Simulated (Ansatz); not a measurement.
# PN: the cost of one run

Program: Ansatz 0.2.0. Level of theory: DFT PBE, scalar-relativistic, plane waves, PAW. These are calculated values, not measurements.

## (1) The structure to begin with

Symmetry: I4_122, No. 98, tetragonal system. Conventional cell: a = 6.340 Å, b = 6.340 Å, c = 3.740 Å, α = 90.00°, β = 90.00°, γ = 90.00°. P (site symmetry 2) is surrounded by 2 N at 1.66 Å and 2 P at 1.66 Å. N (site symmetry 2) has 1 N at 1.61 Å and 2 P at 1.66 Å as nearest neighbours.

Structure file:

```cif
data_structure
_symmetry_space_group_name_H-M 'P 1'
_symmetry_Int_Tables_number 1
_cell_length_a 4.8573
_cell_length_b 4.8573
_cell_length_c 4.8573
_cell_angle_alpha 98.524
_cell_angle_beta 98.524
_cell_angle_gamma 134.712
_cell_volume 75.16
loop_
_atom_site_label
_atom_site_type_symbol
_atom_site_fract_x
_atom_site_fract_y
_atom_site_fract_z
_atom_site_occupancy
P1 P 0.64157 0.64157 0.28315 1
P2 P 0.35843 0.35843 0.71685 1
P3 P 0.39157 0.60843 0.50000 1
P4 P 0.10843 0.89157 0.50000 1
N1 N 0.78413 0.78413 0.00000 1
N2 N 0.53413 0.03413 0.50000 1
N3 N 0.21587 0.21587 0.00000 1
N4 N 0.96587 0.46587 0.50000 1
```

The cell is invented: 3-, 4-connected net, elements by coordination (I4_122, No. 98). Its size is a rough estimate.

## (2) Probe: one point on a coarse mesh

The input, input.yaml:

```yaml
crystal:
  lattice:
    - [-3.16985242, 3.16985242, 1.87008094]
    - [3.16985242, -3.16985242, 1.87008094]
    - [3.16985242, 3.16985242, -1.87008094]
  atoms:
    - { symbol: P, position: [0.64157299, 0.64157299, 0.28314599] }
    - { symbol: P, position: [0.35842701, 0.35842701, 0.71685401] }
    - { symbol: P, position: [0.39157299, 0.60842701, 0.5] }
    - { symbol: P, position: [0.10842701, 0.89157299, 0.5] }
    - { symbol: "N", position: [0.78413379, 0.78413379, 0.0] }
    - { symbol: "N", position: [0.53413379, 0.03413379, 0.5] }
    - { symbol: "N", position: [0.21586621, 0.21586621, 0.0] }
    - { symbol: "N", position: [0.96586621, 0.46586621, 0.5] }
basis:
  ecutwfc: 420
kpoints:
  mp_grid: { grid: [6, 6, 6] }
hamiltonian:
  xc: pbe
scf:
  occupations: { method: gaussian, width: 0.1 }
  lower_state_search: "off"
output:
  forces: true
  stress: true
  eigenvalues: true
```

Run with:

```bash
$ ansatz run input.yaml --threads 1 --pin off --max-ram 2560MiB --backend cpu --events-out ev --progress --plain --runs-dir out
```

**Question.** How long does this run take on 1 thread of Arm Neoverse V1, shared host, and how much memory does it need?

About 6.8 s, with a peak of 0.31 GiB.
